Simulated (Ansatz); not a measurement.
# C2H6ClFOSSi: a ladder of functionals and wavefunction methods

The task here is to estimate one member of a computed series from the others.

Program: Ansatz 0.2.0, Gaussian basis. Level of theory: functionals in def2-TZVPP, the program's frozen cores in correlated methods. These are calculated values, not measurements.

The runs, in order: PBE-D4, r2SCAN-D4, PBE0-D4, B3LYP-D4, ωB97X-V, ωB97M-V, B2PLYP; CCSD(T)/def2-TZVPP; MP2/def2-QZVPP; extrapolation to the limit.

**The geometry**

The geometry comes from an earlier relaxation with PBE0-D4 in a triple-zeta def2 set; it is a stationary point, not always the lowest conformer.

SMILES `CO[Si](F)(Cl)SC`, 13 atoms, charge 0, spin multiplicity 1.

Atoms are counted from 1 here; the program's logs count them from 0.

Bond lengths: C1–O2 1.417 Å, C1–H8 1.093 Å, C1–H9 1.090 Å, C1–H10 1.094 Å, O2–Si3 1.611 Å, Si3–F4 1.592 Å, Si3–Cl5 2.031 Å, Si3–S6 2.098 Å, S6–C7 1.819 Å, C7–H11 1.088 Å, C7–H12 1.089 Å, C7–H13 1.089 Å. Angles: O2–C1–H8 110.7°, O2–C1–H9 107.6°, O2–C1–H10 111.3°, H8–C1–H9 109.1°, H8–C1–H10 109.1°, H9–C1–H10 109.0°, C1–O2–Si3 126.2°, O2–Si3–F4 111.1°, O2–Si3–Cl5 107.6°, O2–Si3–S6 110.2°, F4–Si3–Cl5 105.8°, F4–Si3–S6 109.0°, Cl5–Si3–S6 113.2°, Si3–S6–C7 99.4°, S6–C7–H11 110.9°, S6–C7–H12 110.7°, S6–C7–H13 106.3°, H11–C7–H12 110.4° and more.

The first run:

in.yaml

```yaml
crystal:
  periodic: [false, false, false]
  atoms:
    - {symbol: C, position_ang: [-0.495045, -0.474907, -2.496580]}
    - {symbol: O, position_ang: [0.672115, -0.382338, -1.697999]}
    - {symbol: Si, position_ang: [0.759742, 0.220009, -0.206908]}
    - {symbol: F, position_ang: [0.272324, 1.734808, -0.171569]}
    - {symbol: Cl, position_ang: [2.719434, 0.258947, 0.324165]}
    - {symbol: S, position_ang: [-0.427992, -0.909138, 1.103291]}
    - {symbol: C, position_ang: [-0.290819, 0.125568, 2.593459]}
    - {symbol: H, position_ang: [-0.840925, 0.518947, -2.791944]}
    - {symbol: H, position_ang: [-0.238648, -1.042988, -3.390526]}
    - {symbol: H, position_ang: [-1.299979, -0.990739, -1.965712]}
    - {symbol: H, position_ang: [-0.676269, 1.126393, 2.408254]}
    - {symbol: H, position_ang: [0.742579, 0.174045, 2.934013]}
    - {symbol: H, position_ang: [-0.896518, -0.358628, 3.358055]}
basis:
  gaussian: {orbitals: def2-TZVPP}
hamiltonian: {xc: pbe, dispersion: d4}
output: {forces: true, orbitals: {seedname: orbitals}}
```

The run is started by

```bash
$ ansatz run in.yaml --threads 2 --pin off --events-out ev --progress --plain --max-ram 22528MiB --backend cuda --devices 0, --max-vram 18GiB
```

Among the steps run: PBE-D4 (GGA); r2SCAN-D4 (meta-GGA); PBE0-D4 (hybrid); B3LYP-D4 (hybrid); ωB97X-V (range-separated); ωB97M-V (range-separated); B2PLYP (double hybrid); CCSD(T) in def2-TZVPP; MP2 in def2-QZVPP.

One of the session's tables, all rows but one given; the rest of the session is left out.

It belongs to the step «Atomisation energies». 

| method | atomisation energy (kJ/mol) |
| --- | --- |
| PBE-D4 | 5113.0 |
| r2SCAN-D4 | 5049.4 |
| PBE0-D4 | ? |
| B3LYP-D4 | 5000.5 |
| ωB97X-V | 5046.0 |
| ωB97M-V | 5050.9 |
| B2PLYP | 4955.6 |
| HF/def2-TZVPP | 3684.8 |
| MP2/def2-TZVPP | 5013.4 |
| CCSD/def2-TZVPP | 4810.4 |
| CCSD(T)/def2-TZVPP | 4890.0 |
| MP2/CBS | 5161.5 |
| CCSD(T)/CBS | 5038.1 |

Q: Estimate the row for PBE0-D4 from the others.

The run gave: atomisation energy (kJ/mol): 5025.2. In the column «atomisation energy (kJ/mol)» it lies between MP2/def2-TZVPP (5013.4) and CCSD(T)/CBS (5038.1).
